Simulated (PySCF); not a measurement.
# MnO(OH)₂: structure of the quartet

The task is one start of a wider search on MnO(OH)₂: the quartet, from a PBE minimum start. It is relaxed, tested by its Hessian and followed downhill if it is a saddle.

Program: PySCF 2.14.0. Level of theory: PBE, basis Mn def2-SVP, O def2-SVP, H def2-SVP, no relativity, density fitting. These are calculated values, not measurements.

## Step 1: Starting geometry

6 atoms, charge 0, spin multiplicity 4.

Bond lengths: Mn1–O2 1.583 Å, Mn1–O3 1.761 Å, Mn1–O4 1.760 Å, O3–H5 0.977 Å, O4–H6 0.977 Å. Angles: O2–Mn1–O3 118.1°, O2–Mn1–O4 118.1°, O3–Mn1–O4 123.3°, Mn1–O3–H5 118.4°, Mn1–O4–H6 118.6°.

Z-matrix (Å, degrees; charge 0 multiplicity 4):
```
Mn
O  1 1.5829
O  1 1.7606 2 118.14
O  1 1.7601 2 118.06 3 -172.22
H  3 0.9774 1 118.40 2 -54.20
H  4 0.9775 1 118.63 2 55.75
```

## Step 2: Finding the electronic state

The steps below are one call of a driver around PySCF. For each, scf.py gives the equivalent set-up of the SCF; relaxations use the driver's own optimiser. After this first run the driver tries any further starts and a stability analysis.

The input, scf.py:

```python
from pyscf import gto, scf, dft
mol = gto.M(atom='''
Mn     0.031911    -0.005770    -0.053137
O      1.573887    -0.259840     0.198287
O     -0.534932     1.659748    -0.120976
O     -1.048973    -1.394830    -0.040741
H     -0.329509     2.251668     0.629155
H     -1.061423    -1.971479     0.748439''',
    basis={'Mn': 'def2-SVP', 'O': 'def2-SVP', 'H': 'def2-SVP'},
    charge=0, spin=3)
mf = dft.UKS(mol, xc='PBE')
mf.grids.atom_grid = (50, 194)
aux = {'Mn': 'def2-universal-JKFIT', 'O': 'def2-universal-JKFIT', 'H': 'def2-universal-JKFIT'}
mf = mf.density_fit(auxbasis=aux)
mf.conv_tol = 1e-08
mf.diis_space = 10
mf.max_cycle = 60
mf.init_guess = 'minao'
mf.verbose = 4
mf.kernel()
```

Started as:

```sh
$ OMP_NUM_THREADS=2 python axn.py task.json out
```

Output, cut to the lines that bear on the results:

```text
[... the frontier levels of the middle cycles are left out ...]
init E= -1376.1483403477
[... the frontier-level lines of each cycle are left out ...]
cycle= 1 E= -1368.24278096183  delta_E= 7.91  |g|= 3.12  |ddm|= 5.86
cycle= 2 E= -1336.20915049791  delta_E=   32  |g|= 6.71  |ddm|= 8.85
cycle= 3 E= -1363.51001807414  delta_E= -27.3  |g|=  4.6  |ddm|= 5.51
cycle= 4 E= -1365.80155118941  delta_E= -2.29  |g|= 4.71  |ddm|= 2.48
cycle= 5 E= -1370.82057060675  delta_E= -5.02  |g|= 3.98  |ddm|=  2.4
cycle= 6 E= -1368.58467882485  delta_E= 2.24  |g|= 4.43  |ddm|= 0.759
cycle= 7 E= -1367.98703090492  delta_E= 0.598  |g|= 4.44  |ddm|= 1.39
cycle= 8 E= -1370.03168288293  delta_E= -2.04  |g|=  4.2  |ddm|=  1.8
cycle= 9 E= -1369.83123756964  delta_E=  0.2  |g|= 4.23  |ddm|= 1.49
cycle= 10 E= -1368.3845769836  delta_E= 1.45  |g|= 4.34  |ddm|= 0.704
cycle= 11 E= -1368.40764574981  delta_E= -0.0231  |g|= 4.34  |ddm|= 0.0379
cycle= 12 E= -1340.33733217105  delta_E= 28.1  |g|=  7.8  |ddm|= 9.49
cycle= 13 E= -1369.39372483016  delta_E= -29.1  |g|= 2.88  |ddm|= 7.98
cycle= 14 E= -1364.95525028344  delta_E= 4.44  |g|= 4.68  |ddm|=  5.8
[... 46 cycles left out ...]
SCF not converged.
init E= -1376.1483403477
[... 17 cycles left out ...]
cycle= 18 E= -1377.14215915338  delta_E= -5.18e-05  |g|= 0.0233  |ddm|= 0.0262
cycle= 19 E= -1377.14238744522  delta_E= -0.000228  |g|= 0.00553  |ddm|= 0.0161
cycle= 20 E= -1377.14229518158  delta_E= 9.23e-05  |g|= 0.0173  |ddm|= 0.0103
SCF not converged.
init E= -1377.14229518158
cycle= 1 E= -1377.13936275056  delta_E= 0.00293  |g|= 0.0958  |ddm|= 0.0502
cycle= 2 E= -1377.06943905246  delta_E= 0.0699  |g|= 0.454  |ddm|= 0.254
cycle= 3 E= -1377.13743821984  delta_E= -0.068  |g|= 0.114  |ddm|= 0.157
cycle= 4 E= -1377.14223633645  delta_E= -0.0048  |g|= 0.0195  |ddm|= 0.0492
cycle= 5 E= -1377.14238590125  delta_E= -0.00015  |g|= 0.00608  |ddm|= 0.0142
cycle= 6 E= -1377.14239280344  delta_E= -6.9e-06  |g|= 0.00407  |ddm|= 0.00265
cycle= 7 E= -1377.14239726722  delta_E= -4.46e-06  |g|= 0.00189  |ddm|= 0.0013
cycle= 8 E= -1377.14239833866  delta_E= -1.07e-06  |g|= 0.000786  |ddm|= 0.000643
cycle= 9 E= -1377.1423985537  delta_E= -2.15e-07  |g|= 0.00022  |ddm|= 0.000347
cycle= 10 E= -1377.14239857534  delta_E= -2.16e-08  |g|= 4.11e-05  |ddm|= 0.00015
cycle= 11 E= -1377.14239857733  delta_E= -2e-09  |g|= 1.45e-05  |ddm|= 7.95e-05
Extra cycle  E= -1377.14239857503  delta_E= 2.3e-09  |g|= 9.19e-05  |ddm|= 0.000101
converged SCF energy = -1377.14239857503  <S^2> = 3.7925049  2S+1 = 4.0211963
```

This step, with its further starts and checks, needed 57 s of wall time on 2 threads of Arm Neoverse N1, shared host.

Energies from each starting density:

| start | energy (Eh) |
| --- | --- |
| the minimal-basis guess | -1377.142399 |
| a thermally smeared density | -1377.142399 |

Where DIIS stalls, the driver goes on with a level shift of 0.3 Eh and then with a second-order solver.

The test of internal stability and the other starts found no lower solution of this spin.

## Step 3: Relaxing the quartet from the PBE minimum start

The program finds Cs symmetry in the start, which this walk keeps. Threshold on the gradient: 0.0003 Eh/bohr, with a further test on the energy change.

scf.py: that of step 2 with these lines changed.

```diff
@@ -3,6 +3,6 @@
-Mn     0.031911    -0.005770    -0.053137
-O      1.573887    -0.259840     0.198287
-O     -0.534932     1.659748    -0.120976
-O     -1.048973    -1.394830    -0.040741
-H     -0.329509     2.251668     0.629155
-H     -1.061423    -1.971479     0.748439''',
+Mn     0.030064    -0.006368    -0.044119
+O      1.571569    -0.263188     0.207382
+O     -0.532243     1.660299    -0.114215
+O     -1.054696    -1.392717    -0.029572
+H     -0.335967     2.251069     0.639273
+H     -1.058933    -1.973669     0.756402''',
@@ -18 +17,0 @@
-mf.init_guess = 'minao'
```

Energy and gradient, step by step:

| step | energy (Eh) | change (kJ/mol) | largest symmetric gradient (Eh/bohr) |
| --- | --- | --- | --- |
| 0 | -1377.142395 | 0.00 | 0.00073 |
| 1 | -1377.142404 | -0.02 | 0.00025 |
| 2 | -1377.142406 | -0.03 | 0.00008 |

The walk took 13 s.

End point (Cs, 2 steps, 0.0 kJ/mol gained): Mn–O 1.583 Å, Mn–O 1.761 Å (×2), O–H 0.977 Å (×2); H–O–Mn 118.5° (×2), O–Mn–O 118.2° (×2), O–Mn–O 123.3°.

## Step 4: Frequencies

On the finer grid the gradient is checked again; gradients at displacements of ±0.02 bohr then give force constants and infrared intensities.

scf.py: that of step 3 with these lines changed.

```diff
@@ -3,6 +3,6 @@
-Mn     0.030064    -0.006368    -0.044119
-O      1.571569    -0.263188     0.207382
-O     -0.532243     1.660299    -0.114215
-O     -1.054696    -1.392717    -0.029572
-H     -0.335967     2.251069     0.639273
-H     -1.058933    -1.973669     0.756402''',
+Mn     0.029122    -0.006314    -0.048003
+O      1.570805    -0.263205     0.202062
+O     -0.533972     1.660068    -0.119210
+O     -1.056296    -1.392194    -0.034588
+H     -0.335404     2.252685     0.632331
+H     -1.059004    -1.975752     0.749562''',
@@ -12 +12 @@
-mf.grids.atom_grid = (50, 194)
+mf.grids.atom_grid = (75, 302)
@@ -15 +15 @@
-mf.conv_tol = 1e-08
+mf.conv_tol = 1e-10
```

This SCF starts from the last density.

Log of the central SCF (cycles and frontier levels):

```text
init E= -1377.14230007955
[... the frontier-level lines of each cycle are left out ...]
cycle= 1 E= -1377.14230007941  delta_E= 1.44e-10  |g|= 1.99e-05  |ddm|= 1.57e-05
cycle= 2 E= -1377.14230007436  delta_E= 5.05e-09  |g|= 0.00012  |ddm|= 7.42e-05
cycle= 3 E= -1377.14230007921  delta_E= -4.85e-09  |g|= 2.95e-05  |ddm|= 6.31e-05
cycle= 4 E= -1377.14230007958  delta_E= -3.65e-10  |g|= 2.91e-06  |ddm|= 1.98e-05
cycle= 5 E= -1377.14230007955  delta_E= 2.46e-11  |g|= 1.12e-06  |ddm|= 2.63e-06
Extra cycle  E= -1377.14230007955  delta_E= 5.46e-12  |g|= 4.3e-06  |ddm|= 4.3e-06
converged SCF energy = -1377.14230007955  <S^2> = 3.7925568  2S+1 = 4.0212221
```

The whole step took 3.2 min.

Geometry: Cs; Mn–O 1.583 Å, Mn–O 1.760 Å (×2), O–H 0.977 Å (×2); H–O–Mn 118.5° (×2), O–Mn–O 118.1° (×2), O–Mn–O 123.3°.

Harmonic modes (main isotopes):

| symmetry | ω (cm⁻¹) | IR (km/mol) |
| --- | --- | --- |
| a' | 133 | 8.5 |
| a'' | 196 | 10.8 |
| a' | 206 | 17.6 |
| a' | 287 | 189 |
| a'' | 305 | 25.9 |
| a'' | 637 | 220 |
| a' | 659 | 89.2 |
| a' | 665 | 17.5 |
| a'' | 770 | 73.4 |
| a' | 1012 | 113 |
| a'' | 3701 | 168 |
| a' | 3705 | 58.0 |

All wavenumbers are real: a minimum.

Constants and moments:

- Dipole moment: 2.25 D
- Highest occupied level: -5.10 eV
- Lowest empty level: -3.98 eV
- Rotational constants: 0.2619, 0.193, 0.1131 cm⁻¹
- Zero-point energy: 73.4 kJ/mol
- Principal polarisabilities: 20.8, 38.0, 44.5 bohr³
- Atomisation energy without zero-point energy: 2206 kJ/mol
- Principal traceless quadrupole moments about the centre of mass: -10.62, 5.25, 5.37 D Å
- Entropy at 298.15 K and 1 bar (electronic part: spin only): 331.5 J/(mol K)
- Heat capacity Cp at 298.15 K: 86.7 J/(mol K)
- Enthalpy at 298.15 K above 0 K: 18.22 kJ/mol
- Rotational symmetry number: 1
- Spin squared ⟨S²⟩: 3.793

Charges (e) and bond orders:

```csv
atom,Mulliken,Löwdin,polar tensor,spin (Mulliken),Mayer order to Mn1
Mn1,0.84,0.44,1.41,2.87,–
O2,-0.40,-0.21,-0.57,0.09,2.02
"O3,4",-0.42,-0.21,-0.71,0.01,1.10
"H5,6",0.20,0.09,0.29,0.01,0.03
```

Mulliken populations on Mn1: s 6.33, p 12.61, d 5.21, f 0.01.

## Step 5: Summary of results

| quantity | value |
| --- | --- |
| minimum | quartet, Cs |
| geometry | Mn–O 1.583 Å, Mn–O 1.760 Å (×2), O–H 0.977 Å (×2); H–O–Mn 118.5° (×2), O–Mn–O 118.1° (×2), O–Mn–O 123.3° |
| wavenumbers (cm⁻¹) | 133 (a'), 196 (a''), 206 (a'), 287 (a'), 305 (a''), 637 (a''), 659 (a'), 665 (a'), 770 (a''), 1012 (a'), 3701 (a''), 3705 (a') |
| dipole moment | 2.25 D |
| highest occupied, lowest empty level (either spin) | -5.10, -3.98 eV |
| polar-tensor charge of Mn1 | +1.41 e |
| zero-point energy | 73.4 kJ/mol |
| entropy at 298.15 K | 331.5 J/(mol K) |
| atomisation energy (no zero-point energy) | 2206 kJ/mol |
| ⟨S²⟩ | 3.793 |

What this shows: The PBE minimum start keeps its Cs symmetry and ends in a minimum. In the infrared the band at 637 cm⁻¹ (a'') leads. Most of the spin sits on Mn1 (Mulliken spin 2.87, against 3 for the whole molecule). Other starts or spin states, not run here, may lie lower. One determinant may miss the lowest occupation of an open d or f shell.

The search up to here took 4.4 min.
